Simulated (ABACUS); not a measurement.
Ta3AsAu2O13:

```xyz
19
Lattice="5.4520 0.0000 0.0000 -2.7260 4.7216 0.0000 0.0000 0.0000 9.5790" Properties=species:S:1:pos:R:3 pbc="T T T"
Ta    0.0000    0.0000    1.8591
Ta    0.0000    0.0000    7.7199
Ta    2.7260    1.5739    0.0000
As    0.0000    0.0000    4.7895
Au    0.0000    3.1478    2.6273
Au    0.0000    3.1478    6.9517
O     0.0000    0.0000    0.0000
O    -1.3422    4.5861    3.4870
O    -0.5745    1.2662    3.4870
O     1.9167    3.5909    3.4870
O    -1.3422    4.5861    6.0921
O    -0.5745    1.2662    6.0921
O     1.9167    3.5909    6.0921
O     1.1852    1.5782    8.2230
O     3.4927    0.2373    8.2230
O     3.5002    2.9061    8.2230
O     1.1852    1.5782    1.3560
O     3.4927    0.2373    1.3560
O     3.5002    2.9061    1.3560
```

The cell was built by a generator and needn't be a form met in nature.

Base run:

```yaml
Program: ABACUS 3.10.1
Functional: SOGGA
Potentials_or_basis: PseudoDojo NC SR 0.4.1 PBE standard
Cutoff: 1361 eV
Density_cutoff: 5442 eV
Basis: DZP LCAO (the cutoffs set its grid)
k_mesh: 6 × 6 × 3
Occupations: fermi-dirac, width 0.05 eV
Spin: no spin polarisation
```

Its results: band gap on the k mesh none (metal or under the smearing width); pressure -4.8 GPa; largest force 0.432 eV/Å.

Question: After a change of settings the same cell gave: band gap on the k mesh none (metal or under the smearing width); pressure -3.8 GPa; largest force 0.437 eV/Å. Which change was it?
A. functional from SOGGA to PBEsol
B. functional from SOGGA to PBE
C. functional from SOGGA to RPBE
D. functional from SOGGA to LDA

Answer: A.

Caveats: the atomic orbitals were generated for these runs and aren't a published set; the potentials were made for another functional, which shifts forces and pressure; the basis of atomic orbitals isn't converged, which shifts pressures, moduli and gaps.

Not every run made on this cell is shown here.
